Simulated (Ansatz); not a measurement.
# BH2ClO (SMILES OBCl), step by step

We compute a series of 68 runs (B3LYP/def2-SVP, UB3LYP/def2-SVP, PBE/def2-TZVPP, UPBE/def2-TZVPP, B3LYP/def2-TZVPP, UB3LYP/def2-TZVPP, HF/def2-TZVPP, UHF/def2-TZVPP, and more) of BClH2O and its partners. 

The results are computed with Ansatz 0.2.0.

## Step 1: The molecule

BH2ClO: 5 atoms, total charge 0, spin state singlet. As SMILES, `OBCl`. The shape is that of a PBE0-D4/def2-TZVP optimisation. This is one conformer, not always the lowest. The run starts from this shape.

Bond lengths: O1–B2 1.340 Å, B2–Cl3 1.766 Å, O1–H4 0.963 Å, B2–H5 1.189 Å. Angles: O1–B2–Cl3 121.0°, O1–B2–H5 119.8°, Cl3–B2–H5 119.2°, B2–O1–H4 113.9°.

## Step 2: A structure relaxation at B3LYP/def2-SVP (paw set gaussian, start density atoms) (run 1)

job.yaml reads:

```yaml
crystal:
  periodic: [false, false, false]
  atoms:
    - {symbol: O, position_ang: [-0.863300, -0.618600, -0.002900]}
    - {symbol: B, position_ang: [0.379000, -0.137200, 0.137900]}
    - {symbol: Cl, position_ang: [0.788600, 1.496000, -0.395300]}
    - {symbol: H, position_ang: [-1.477700, 0.001200, -0.409700]}
    - {symbol: H, position_ang: [1.223300, -0.815100, 0.628600]}
basis:
  gaussian:
    orbitals: def2-SVP
hamiltonian:
  xc: {name: B3LYP}
relax: {}
```

The run is started by

```
$ ansatz run job.yaml --threads 1 --pin off --max-ram 3480MiB --events-out events.jsonl --progress --plain --runs-dir runs
```

Log (excerpt; [...] marks lines left out):

```text
Warning: RAYON_NUM_THREADS=1 ignored (pool sized by the plan → 1); use --threads N
[...]
Functional definition: B3LYP
  name "B3LYP"
[...]
584 factors; integrals over basis functions are off by at most 2.3e-4 eV
[...]
mean field -15275.49280442 eV, -561.3640064616 hartree, gradient 1.8e-5 eV, S^2 0.000000; 0 other end points of the search recorded, 0 dependent functions left out
[...]
reference -15275.49298221 eV, -561.3640129952 hartree; 16, 16 occupied and 40, 40 virtual orbitals, 584 factors
relax step   1: F+E_penalty+E_count = -15275.49280442 eV  Δ(F+E_penalty+E_count) = +0.000e0 eV  max|allowed force component| = 2.771e-1 eV/Å  Δτ_max = 0.0000 Å  (22 SCF iters, accepted)
[...]
relax step   4: F+E_penalty+E_count = -15275.49703713 eV  Δ(F+E_penalty+E_count) = +3.541e-5 eV  max|allowed force component| = 3.330e-2 eV/Å  Δτ_max = 0.0031 Å  (21 SCF iters, rejected (line search))
[...]
relax step   5: F+E_penalty+E_count = -15275.49708949 eV  Δ(F+E_penalty+E_count) = -1.695e-5 eV  max|allowed force component| = 6.275e-3 eV/Å  Δτ_max = 0.0015 Å  (18 SCF iters, accepted)
584 factors; integrals over basis functions are off by at most 2.4e-4 eV
mean field -15275.49708949 eV, -561.3641639350 hartree, gradient 8.9e-5 eV, S^2 0.000000; 1 other end points of the search recorded, 0 dependent functions left out
[...]
reference -15275.49726787 eV, -561.3641704903 hartree; 16, 16 occupied and 40, 40 virtual orbitals, 584 factors
Total energy: -15275.49726787 eV, -561.3641704903 hartree
Atom 0 at    -0.862197    -0.620271    -0.003508 Å, force    -0.006174    -0.000360     0.004550 eV/Å
Atom 1 at     0.379776    -0.135922     0.137140 Å, force     0.006275     0.005337     0.000489 eV/Å
Atom 2 at     0.792721     1.509017    -0.399541 Å, force    -0.000492    -0.001502     0.001451 eV/Å
Atom 3 at    -1.486133    -0.001283    -0.409592 Å, force     0.000836    -0.002107    -0.004056 eV/Å
Atom 4 at     1.225733    -0.825241     0.634101 Å, force    -0.000445    -0.001369    -0.002435 eV/Å
Dipole moment:    -0.261369     0.061328    -0.092548 e Å
```

Run time: 6.6 s. Hardware: 1 thread of Arm Neoverse V2, shared host; peak memory 0.12 GiB.

Step by step:

```csv
step,energy from the first frame kept (eV),largest force (eV/Å)
1,0.0000,0.2998
2,-0.0036,0.1461
3,-0.0043,0.0356
4,-0.0042,0.0363
5,-0.0043,0.0083
```

After the run. Bond lengths: O1–B2 1.340 Å, B2–Cl3 1.779 Å, O1–H4 0.968 Å, B2–H5 1.199 Å. Angles: O1–B2–Cl3 121.2°, O1–B2–H5 119.3°, Cl3–B2–H5 119.5°, B2–O1–H4 114.2°.

## Step 3: The doublet cation: a structure relaxation at UB3LYP/def2-SVP (paw set gaussian, start density atoms) (run 2)

in.yaml reads:

```yaml
crystal:
  periodic: [false, false, false]
  atoms:
    - {symbol: O, position_ang: [-0.863300, -0.618600, -0.002900]}
    - {symbol: B, position_ang: [0.379000, -0.137200, 0.137900]}
    - {symbol: Cl, position_ang: [0.788600, 1.496000, -0.395300]}
    - {symbol: H, position_ang: [-1.477700, 0.001200, -0.409700]}
    - {symbol: H, position_ang: [1.223300, -0.815100, 0.628600]}
basis:
  gaussian:
    orbitals: def2-SVP
total_charge: 1
magnetization:
  spin_polarized: true
  initial_magnetization: 1
hamiltonian:
  xc: {name: B3LYP}
relax: {}
```

The run is started by

```
$ ansatz run in.yaml --threads 1 --pin off --max-ram 3480MiB --events-out events.jsonl --progress --plain --runs-dir runs
```

Log (excerpt; [...] marks lines left out):

```text
Warning: RAYON_NUM_THREADS=1 ignored (pool sized by the plan → 1); use --threads N
[...]
[... 2 set-up lines as earlier in the session ...]
[...]
584 factors; integrals over basis functions are off by at most 2.3e-4 eV
[...]
mean field -15263.74462397 eV, -560.9322687933 hartree, gradient 3.0e-7 eV, S^2 0.753258; 5 other end points of the search recorded, 0 dependent functions left out
[...]
reference -15263.74480260 eV, -560.9322753577 hartree; 16, 15 occupied and 40, 41 virtual orbitals, 584 factors
relax step   1: F+E_penalty+E_count = -15263.74462397 eV  Δ(F+E_penalty+E_count) = +0.000e0 eV  max|allowed force component| = 2.867e0 eV/Å  Δτ_max = 0.0000 Å  (165 SCF iters, accepted)
[...]
relax step   3: F+E_penalty+E_count = -15264.00663303 eV  Δ(F+E_penalty+E_count) = -3.925e-2 eV  max|allowed force component| = 5.811e0 eV/Å  Δτ_max = 0.1952 Å  (38 SCF iters, accepted)
[...]
584 factors; integrals over basis functions are off by at most 3.5e-4 eV
[...]
mean field -15264.31118101 eV, -560.9530893804 hartree, gradient 4.9e-5 eV, S^2 0.753953; 1 other end points of the search recorded, 0 dependent functions left out
[...]
reference -15264.31135738 eV, -560.9530958619 hartree; 16, 15 occupied and 40, 41 virtual orbitals, 584 factors
Total energy: -15264.31135738 eV, -560.9530958619 hartree
Atom 0 at    -0.898075    -0.573262    -0.030015 Å, force    -0.001181    -0.001507     0.000044 eV/Å
Atom 1 at     0.248089    -0.020849     0.057215 Å, force     0.001474     0.002104     0.000498 eV/Å
Atom 2 at     1.169395     1.421049    -0.264642 Å, force    -0.000279    -0.000226    -0.000233 eV/Å
Atom 3 at    -1.753703    -0.266351    -0.377724 Å, force    -0.001521     0.000472    -0.000730 eV/Å
Atom 4 at     1.284193    -0.634287     0.573765 Å, force     0.001507    -0.000844     0.000421 eV/Å
Dipole moment:    -0.273345    -0.162282    -0.008798 e Å
```

Wall time 26 s (1 thread of Arm Neoverse V2, shared host); peak memory 0.14 GiB.

Step by step:

```csv
step,energy from the first frame kept (eV),largest force (eV/Å)
1,0.0000,2.9797
2,-0.2228,2.8347
3,-0.2620,6.4483
4,-0.4868,1.2394
5,-0.5299,0.6861
6,-0.5483,0.6052
7,-0.5650,0.2449
8,-0.5663,0.0428
9,-0.5665,0.0306
10,-0.5665,0.0332
11,-0.5666,0.0026
```

After the run. Bond lengths: O1–B2 1.275 Å, B2–Cl3 1.741 Å, O1–H4 0.973 Å, B2–H5 1.310 Å. Angles: O1–B2–Cl3 145.2°, O1–B2–H5 122.3°, Cl3–B2–H5 92.4°, B2–O1–H4 132.7°.

Runs 3 to 16 aren't shown in full; the table further down has their settings and results.

## Step 4: A single-point energy at B3LYP/def2-TZVPP (paw set gaussian, start density atoms) (run 17)

input.yaml reads:

```yaml
crystal:
  periodic: [false, false, false]
  atoms:
    - {symbol: O, position_ang: [-0.862197, -0.620271, -0.003508]}
    - {symbol: B, position_ang: [0.379776, -0.135922, 0.137140]}
    - {symbol: Cl, position_ang: [0.792721, 1.509017, -0.399541]}
    - {symbol: H, position_ang: [-1.486133, -0.001283, -0.409592]}
    - {symbol: H, position_ang: [1.225733, -0.825241, 0.634101]}
basis:
  gaussian:
    orbitals: def2-TZVPP
hamiltonian:
  xc: {name: B3LYP}
```

The run is started by

```
$ ansatz run input.yaml --threads 1 --pin off --max-ram 3480MiB --events-out events.jsonl --progress --plain --runs-dir runs
```

Log:

```text
Warning: RAYON_NUM_THREADS=1 ignored (pool sized by the plan → 1); use --threads N
[... 2 set-up lines as earlier in the session ...]
  parameter a0 = 0.2
  parameter ax = 0.72
  parameter ac = 0.81
  exchange = (1 - a0 - ax)*slater_x + ax*b88_x + a0*exact_x
  correlation = (1 - ac)*vwn_rpa_c + ac*lyp_c
751 factors; their error is unknown
mean field evaluation 1: about -15278.5976 eV, gradient 5.3e1 eV
mean field evaluation 2: about -15267.8024 eV, gradient 9.2e1 eV
mean field evaluation 4: about -15283.1208 eV, gradient 3.2e0 eV
mean field evaluation 8: about -15283.1411 eV, gradient 3.9e-2 eV
mean field evaluation 16: about -15283.1672 eV, gradient 4.6e-5 eV
mean field -15283.16719311 eV, -561.6460350439 hartree, gradient 4.6e-5 eV, S^2 0.000000; 0 other end points of the search recorded, 0 dependent functions left out
reference -15283.16740545 eV, -561.6460428472 hartree; 16, 16 occupied and 116, 116 virtual orbitals, 751 factors
Total energy: -15283.16740545 eV, -561.6460428472 hartree
```

Run time: 2 s. Hardware: 1 thread of Arm Neoverse V2, shared host; peak memory 0.19 GiB.

Runs 18 to 69 aren't shown in full; the table further down has their settings and results.

## Step 5: OH: a single-point energy at UPBE0-D4/def2-TZVPP (paw set gaussian, start density atoms) (run 70)

run.yaml reads:

```yaml
crystal:
  periodic: [false, false, false]
  atoms:
    - {symbol: O, position_ang: [-0.857605, -0.624345, 0.000871]}
    - {symbol: H, position_ang: [-1.483395, 0.006945, -0.413471]}
basis:
  gaussian: {orbitals: def2-TZVPP}
magnetization: {spin_polarized: true, initial_magnetization: 1}
hamiltonian: {xc: {name: PBE0}, dispersion: d4}
```

The run is started by

```
$ ansatz run run.yaml --threads 1 --pin off --max-ram 3480MiB --events-out events.jsonl --progress --plain --runs-dir runs
```

Log:

```text
Warning: RAYON_NUM_THREADS=1 ignored (pool sized by the plan → 1); use --threads N
Functional definition: PBE0
  name "PBE0"
  parameter a = 0.25
  parameter kappa = 0.804
  parameter beta = 0.06672455060314922
  exchange = (1 - a)*pbe_x(kappa = kappa, mu = beta*pi^2/3) + a*exact_x
  correlation = pbe_c(beta = beta)
210 factors; their error is unknown
mean field evaluation 1: about -2058.4572 eV, gradient 1.8e1 eV
mean field evaluation 2: about -2058.0621 eV, gradient 2.1e1 eV
mean field evaluation 4: about -2059.5457 eV, gradient 5.0e-2 eV
mean field evaluation 8: about -2059.5502 eV, gradient 2.6e-3 eV
mean field -2059.55018889 eV, -75.6870734283 hartree, gradient 4.1e-5 eV, S^2 0.752637; 0 other end points of the search recorded, 0 dependent functions left out
reference -2059.55020091 eV, -75.6870738700 hartree; 5, 4 occupied and 40, 41 virtual orbitals, 210 factors
Total energy: -2059.55178652 eV, -75.6871321403 hartree
```

Run time: 0.28 s. Hardware: 1 thread of Arm Neoverse V2, shared host.

## Step 6: Overview of the runs

```csv
run,level,broken bond,fragment atoms,partner,energy (Eh),wall time
1,"B3LYP/def2-SVP (paw set gaussian, start density atoms)",–,–,base,-561.364170,6.6 s
2,"UB3LYP/def2-SVP (paw set gaussian, start density atoms)",–,–,cation,-560.953096,26 s
3,"UB3LYP/def2-SVP (paw set gaussian, start density atoms)",–,–,anion,-561.314606,30 s
4,"UB3LYP/def2-SVP (paw set gaussian, start density atoms)","(4, 1)","(1, 2, 3, 5)",fragment,-560.684097,14 s
5,"UB3LYP/def2-SVP (paw set gaussian, start density atoms)","(5, 2)","(1, 2, 3, 4)",fragment,-560.686625,11 s
6,"UB3LYP/def2-SVP (paw set gaussian, start density atoms)","(2, 1)","(2, 3, 5)",fragment,-485.447359,4.8 s
7,"UB3LYP/def2-SVP (paw set gaussian, start density atoms)","(2, 1)","(1, 4)",fragment,-75.667432,0.82 s
8,"PBE/def2-TZVPP (paw set gaussian, start density atoms)",–,–,base,-561.312190,1.6 s
9,"UPBE/def2-TZVPP (paw set gaussian, start density atoms)",–,–,cation,-560.907106,4.2 s
10,"UPBE/def2-TZVPP (paw set gaussian, start density atoms)",–,–,anion,-561.280065,2.6 s
11,"UPBE/def2-TZVPP (paw set gaussian, start density atoms)","(4, 1)",(4),fragment,-0.499616,0.06 s
12,"UPBE/def2-TZVPP (paw set gaussian, start density atoms)","(4, 1)","(1, 2, 3, 5)",fragment,-560.634612,3.9 s
13,"UPBE/def2-TZVPP (paw set gaussian, start density atoms)","(5, 2)",(5),fragment,-0.499616,0.06 s
14,"UPBE/def2-TZVPP (paw set gaussian, start density atoms)","(5, 2)","(1, 2, 3, 4)",fragment,-560.642634,2.1 s
15,"UPBE/def2-TZVPP (paw set gaussian, start density atoms)","(2, 1)","(2, 3, 5)",fragment,-485.382325,1.2 s
16,"UPBE/def2-TZVPP (paw set gaussian, start density atoms)","(2, 1)","(1, 4)",fragment,-75.683389,0.4 s
17,"B3LYP/def2-TZVPP (paw set gaussian, start density atoms)",–,–,base,-561.646043,2 s
18,"UB3LYP/def2-TZVPP (paw set gaussian, start density atoms)",–,–,cation,-561.230173,3.6 s
19,"UB3LYP/def2-TZVPP (paw set gaussian, start density atoms)",–,–,anion,-561.613797,3.6 s
20,"UB3LYP/def2-TZVPP (paw set gaussian, start density atoms)","(4, 1)",(4),fragment,-0.502154,0.08 s
21,"UB3LYP/def2-TZVPP (paw set gaussian, start density atoms)","(4, 1)","(1, 2, 3, 5)",fragment,-560.962283,3.9 s
22,"UB3LYP/def2-TZVPP (paw set gaussian, start density atoms)","(5, 2)",(5),fragment,-0.502154,0.08 s
23,"UB3LYP/def2-TZVPP (paw set gaussian, start density atoms)","(5, 2)","(1, 2, 3, 4)",fragment,-560.967510,2.7 s
24,"UB3LYP/def2-TZVPP (paw set gaussian, start density atoms)","(2, 1)","(2, 3, 5)",fragment,-485.636065,1.3 s
25,"UB3LYP/def2-TZVPP (paw set gaussian, start density atoms)","(2, 1)","(1, 4)",fragment,-75.769809,0.34 s
26,"HF/def2-TZVPP (paw set gaussian, start density atoms)",–,–,base,-560.363125,0.86 s
27,"UHF/def2-TZVPP (paw set gaussian, start density atoms)",–,–,cation,-559.961837,4.5 s
28,"UHF/def2-TZVPP (paw set gaussian, start density atoms)",–,–,anion,-560.309807,1.5 s
29,"UHF/def2-TZVPP (paw set gaussian, start density atoms)","(4, 1)",(4),fragment,-0.499810,0.04 s
30,"UHF/def2-TZVPP (paw set gaussian, start density atoms)","(4, 1)","(1, 2, 3, 5)",fragment,-559.724715,4.2 s
31,"UHF/def2-TZVPP (paw set gaussian, start density atoms)","(5, 2)",(5),fragment,-0.499810,0.04 s
32,"UHF/def2-TZVPP (paw set gaussian, start density atoms)","(5, 2)","(1, 2, 3, 4)",fragment,-559.719907,1.2 s
33,"UHF/def2-TZVPP (paw set gaussian, start density atoms)","(2, 1)","(2, 3, 5)",fragment,-484.750634,0.48 s
34,"UHF/def2-TZVPP (paw set gaussian, start density atoms)","(2, 1)","(1, 4)",fragment,-75.423315,0.08 s
35,"MP2/def2-TZVPP (paw set gaussian, start density atoms)",–,–,base,-560.893088,1.3 s
36,"UMP2/def2-TZVPP (paw set gaussian, start density atoms)",–,–,cation,-560.466344,4.2 s
37,"UMP2/def2-TZVPP (paw set gaussian, start density atoms)",–,–,anion,-560.851719,2.1 s
39,"UMP2/def2-TZVPP (paw set gaussian, start density atoms)","(4, 1)","(1, 2, 3, 5)",fragment,-560.194946,3.3 s
41,"UMP2/def2-TZVPP (paw set gaussian, start density atoms)","(5, 2)","(1, 2, 3, 4)",fragment,-560.218951,1.4 s
42,"UMP2/def2-TZVPP (paw set gaussian, start density atoms)","(2, 1)","(2, 3, 5)",fragment,-485.014997,0.56 s
43,"UMP2/def2-TZVPP (paw set gaussian, start density atoms)","(2, 1)","(1, 4)",fragment,-75.622268,0.14 s
44,"wB97M-V/def2-TZVPP (paw set gaussian, start density atoms)",–,–,base,-561.565867,6.9 s
45,"U-wB97M-V/def2-TZVPP (paw set gaussian, start density atoms)",–,–,cation,-561.145155,13 s
46,"U-wB97M-V/def2-TZVPP (paw set gaussian, start density atoms)",–,–,anion,-561.525808,14 s
47,"U-wB97M-V/def2-TZVPP (paw set gaussian, start density atoms)","(4, 1)",(4),fragment,-0.494111,0.18 s
48,"U-wB97M-V/def2-TZVPP (paw set gaussian, start density atoms)","(4, 1)","(1, 2, 3, 5)",fragment,-560.883959,15 s
49,"U-wB97M-V/def2-TZVPP (paw set gaussian, start density atoms)","(5, 2)",(5),fragment,-0.494111,0.18 s
50,"U-wB97M-V/def2-TZVPP (paw set gaussian, start density atoms)","(5, 2)","(1, 2, 3, 4)",fragment,-560.890589,9 s
51,"U-wB97M-V/def2-TZVPP (paw set gaussian, start density atoms)","(2, 1)","(2, 3, 5)",fragment,-485.573322,5.4 s
52,"U-wB97M-V/def2-TZVPP (paw set gaussian, start density atoms)","(2, 1)","(1, 4)",fragment,-75.741771,0.94 s
53,"r2SCAN/def2-TZVPP (paw set gaussian, start density atoms)",–,–,base,-561.538987,3.3 s
54,"U-r2SCAN/def2-TZVPP (paw set gaussian, start density atoms)",–,–,cation,-561.128651,6.6 s
55,"U-r2SCAN/def2-TZVPP (paw set gaussian, start density atoms)",–,–,anion,-561.508986,6.6 s
56,"U-r2SCAN/def2-TZVPP (paw set gaussian, start density atoms)","(4, 1)",(4),fragment,-0.499927,0.28 s
57,"U-r2SCAN/def2-TZVPP (paw set gaussian, start density atoms)","(4, 1)","(1, 2, 3, 5)",fragment,-560.859977,6.3 s
58,"U-r2SCAN/def2-TZVPP (paw set gaussian, start density atoms)","(5, 2)",(5),fragment,-0.499927,0.28 s
59,"U-r2SCAN/def2-TZVPP (paw set gaussian, start density atoms)","(5, 2)","(1, 2, 3, 4)",fragment,-560.869098,5.1 s
60,"U-r2SCAN/def2-TZVPP (paw set gaussian, start density atoms)","(2, 1)","(2, 3, 5)",fragment,-485.569048,2.6 s
61,"U-r2SCAN/def2-TZVPP (paw set gaussian, start density atoms)","(2, 1)","(1, 4)",fragment,-75.730536,0.68 s
62,"PBE0-D4/def2-TZVPP (paw set gaussian, start density atoms)",–,–,base,-561.357359,1.9 s
63,"UPBE0-D4/def2-TZVPP (paw set gaussian, start density atoms)",–,–,cation,-560.942784,3.6 s
64,"UPBE0-D4/def2-TZVPP (paw set gaussian, start density atoms)",–,–,anion,-561.324579,3.6 s
65,"UPBE0-D4/def2-TZVPP (paw set gaussian, start density atoms)","(4, 1)",(4),fragment,-0.501036,0.06 s
66,"UPBE0-D4/def2-TZVPP (paw set gaussian, start density atoms)","(4, 1)","(1, 2, 3, 5)",fragment,-560.674777,3.6 s
67,"UPBE0-D4/def2-TZVPP (paw set gaussian, start density atoms)","(5, 2)",(5),fragment,-0.501036,0.06 s
68,"UPBE0-D4/def2-TZVPP (paw set gaussian, start density atoms)","(5, 2)","(1, 2, 3, 4)",fragment,-560.684594,2.8 s
69,"UPBE0-D4/def2-TZVPP (paw set gaussian, start density atoms)","(2, 1)","(2, 3, 5)",fragment,-485.427276,1.3 s
70,"UPBE0-D4/def2-TZVPP (paw set gaussian, start density atoms)","(2, 1)","(1, 4)",fragment,-75.687132,0.28 s
```

## Step 7: What came out

| quantity | value |
| --- | --- |
| OH, run 70: total energy | -75.68713 Eh |
| OH, run 70: dispersion energy | -0.15 kJ/mol |
| OH, run 70: ⟨S²⟩ | 0.753 |
| adiabatic electron affinity (to the doublet anion, shapes relaxed at B3LYP/def2-SVP, no zero-point term), B3LYP/def2-TZVPP | -0.877 eV |
| adiabatic electron affinity (to the doublet anion, shapes relaxed at B3LYP/def2-SVP, no zero-point term), r2SCAN/def2-TZVPP | -0.816 eV |
| dissociation energy of the B2–O1 bond into doublet BHCl and doublet OH (shapes relaxed at B3LYP/def2-SVP, no zero-point term), HF/def2-TZVPP | 5.148 eV |
| dissociation energy of the H4–O1 bond into doublet H and doublet BHClO (shapes relaxed at B3LYP/def2-SVP, no zero-point term), HF/def2-TZVPP | 3.772 eV |
| dissociation energy of the B2–O1 bond into doublet BHCl and doublet OH (shapes relaxed at B3LYP/def2-SVP, no zero-point term), r2SCAN/def2-TZVPP | 6.514 eV |
| dissociation energy of the H4–O1 bond into doublet H and doublet BHClO (shapes relaxed at B3LYP/def2-SVP, no zero-point term), r2SCAN/def2-TZVPP | 4.873 eV |
| adiabatic ionisation energy (to the doublet cation, no zero-point term), B3LYP/def2-SVP | 11.186 eV |
| adiabatic ionisation energy (to the doublet cation, shapes relaxed at B3LYP/def2-SVP, no zero-point term), PBE0-D4/def2-TZVPP | 11.281 eV |

**Reading.** At B3LYP/def2-TZVPP: the adiabatic electron affinity (to the doublet anion, shapes relaxed at B3LYP/def2-SVP, no zero-point term) is −0.88 eV (−84.7 kJ/mol). A negative value puts this state of the anion above the relaxed parent: the electron is not bound at this level, and such a value depends on the basis. At r2SCAN/def2-TZVPP: the adiabatic electron affinity (to the doublet anion, shapes relaxed at B3LYP/def2-SVP, no zero-point term) is −0.82 eV (−18.8 kcal/mol). At HF/def2-TZVPP: the dissociation energy of the B2–O1 bond into doublet BHCl and doublet OH (shapes relaxed at B3LYP/def2-SVP, no zero-point term) is 5.15 eV (497 kJ/mol). At HF/def2-TZVPP: the dissociation energy of the H4–O1 bond into doublet H and doublet BHClO (shapes relaxed at B3LYP/def2-SVP, no zero-point term) is 3.77 eV (364 kJ/mol). At r2SCAN/def2-TZVPP: the dissociation energy of the B2–O1 bond into doublet BHCl and doublet OH (shapes relaxed at B3LYP/def2-SVP, no zero-point term) is 6.51 eV (629 kJ/mol). Totals of different functionals can't be ranked against each other. All runs together took 4.4 min, the longest 30 s.
